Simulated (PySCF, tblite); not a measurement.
**CH8ClO2Si3 radical: geometry, infrared bands and EPR parameters**

Wanted: the infrared bands and EPR parameters of CH8ClO2Si3 radical (`[SiH3]OC[SiH2]O[SiH]Cl`), by calculation.

Programs: tblite 0.8.0 and PySCF 2.14.0, with density-fitted response routines of our own. Each step states its level of theory. These are calculated values for one molecule in the gas phase, unless marked as measured. Atoms count from 0, in the outputs and in this text.

## 1. The starting structure

15 atoms, charge 0, multiplicity 2; geometry from: force field or distance geometry start.

Bonds of the start (Å): Si0–O1 1.71, O1–C2 1.41, C2–Si3 1.85, Si3–O4 1.73, O4–Si5 1.68, Si5–Cl6 2.09, Si0–H7 1.47, Si0–H8 1.46, Si0–H9 1.49, C2–H10 1.11, C2–H11 1.12, Si3–H12 1.47, Si3–H13 1.47, Si5–H14 1.48.

## 2. Relaxing the molecule with GFN2-xTB

Job settings and geometry (Å):

```
{"job": {"kind": "relax", "xc": "GFN2-xTB", "basis": "xTB"}, "charge": 0, "multiplicity": 2}
Si    -2.462500     0.055700    -0.008500
O     -1.609900     0.250000    -1.481600
C     -0.522900    -0.649200    -1.450800
Si     0.571300    -0.258500    -0.011200
O      2.183700    -0.839400    -0.255400
Si     3.019000    -0.621000     1.190900
Cl     4.885200     0.281700     0.951700
H     -3.735300     0.796900    -0.003700
H     -1.588800     0.513900     1.073600
H     -2.861700    -1.367400     0.155500
H     -0.902200    -1.695600    -1.438500
H      0.082700    -0.450700    -2.372100
H      0.709000     1.199900     0.095500
H      0.032600    -0.716100     1.281300
H      2.195400     0.002000     2.251300
```

The run is started by

```bash
OMP_NUM_THREADS=1 python probes_run.py task.json out
```

This one command runs all jobs of the session in turn.

**Question.** This job is followed by: GFN2-xTB harmonic vibrations, gas phase; UKS B3LYP, pcH-1 on C Cl H O Si, non-relativistic, mean-field spin-orbit, GIAO. What will the session give for the following? strongest single infrared mode (GFN2-xTB); zero-point energy (GFN2-xTB); g(iso) (B3LYP); ⟨S²⟩; largest a(iso) (averaged by class); potential on the surface of density 0.002 e/bohr³, 1st and 99th percentile.

As calculated:

```
                                                                  quantity                    value
                                 strongest single infrared mode (GFN2-xTB)    1058 cm⁻¹, 724 km/mol
                                              zero-point energy (GFN2-xTB)            53.7 kcal/mol
                                                            g(iso) (B3LYP)                  2.00327
                                                                      ⟨S²⟩       0.751 (exact 0.75)
                                        largest a(iso) (averaged by class)  29Si on Si5, -833.5 MHz
potential on the surface of density 0.002 e/bohr³, 1st and 99th percentile       -1.02 V and 1.41 V
```

**Reading.** The optimisation took 141 steps and gained 1.511 eV; among the close pairs (by a distance rule), Si3–O4 changed most, from 1.731 to 1.627 Å. The frame itself reshapes: Si3···Si5 goes from 2.75 to 3.16 Å. No mode is imaginary among the 39: a minimum at this level. The strongest single mode, at 1058 cm⁻¹, moves mainly O4. GFN2-xTB is a fitted tight-binding method: band positions and strengths are rough. Its intensities can rank the bands wrongly. Si5 carries the largest spin population, 0.80 e. The isotropic g lies 0.9 ppt above the free-electron value. These values are for one conformer; the search (at its own cheap level) found 2 more, at 0.30, 0.61 kcal/mol, and measured spectra average over such forms.
